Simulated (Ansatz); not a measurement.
Crystal: GaGe.

```
Ge Ga
1.0
     0.00000    2.89784    2.89784
     2.89784    0.00000    2.89784
     2.89784    2.89784    0.00000
Ge Ga
1 1
Cartesian
  0.0000 0.0000 0.0000
  1.4489 1.4489 1.4489
```

The cell comes from a database or a generator and needn't be the stable form of this composition.

Base run:

```yaml
Program: Ansatz 0.2.0
Functional: LDA
Potentials_or_basis: Ansatz PAW
Cutoff: 420 eV
Density_cutoff: 1680 eV
k_mesh: 8 × 8 × 8
Occupations: fermi-dirac, width 0.05 eV
Spin: no spin polarisation
```

Its results: band gap on the k mesh none (metal or under the smearing width); pressure -4.1 GPa.

**Question.** The run is repeated on the same cell with these changes: functional from LDA to r2SCAN; cutoff from 420 eV to 500 eV; density cutoff from 1680 eV to 2000 eV. What comes out?

**Answer.** Band gap on the k mesh none (metal or under the smearing width); pressure -2.2 GPa.

Caveats: the PAW data sets come from PBE, with cores solved anew for the run's functional, which leaves a small shift of forces and pressure.

Not every run made on this cell is shown here.
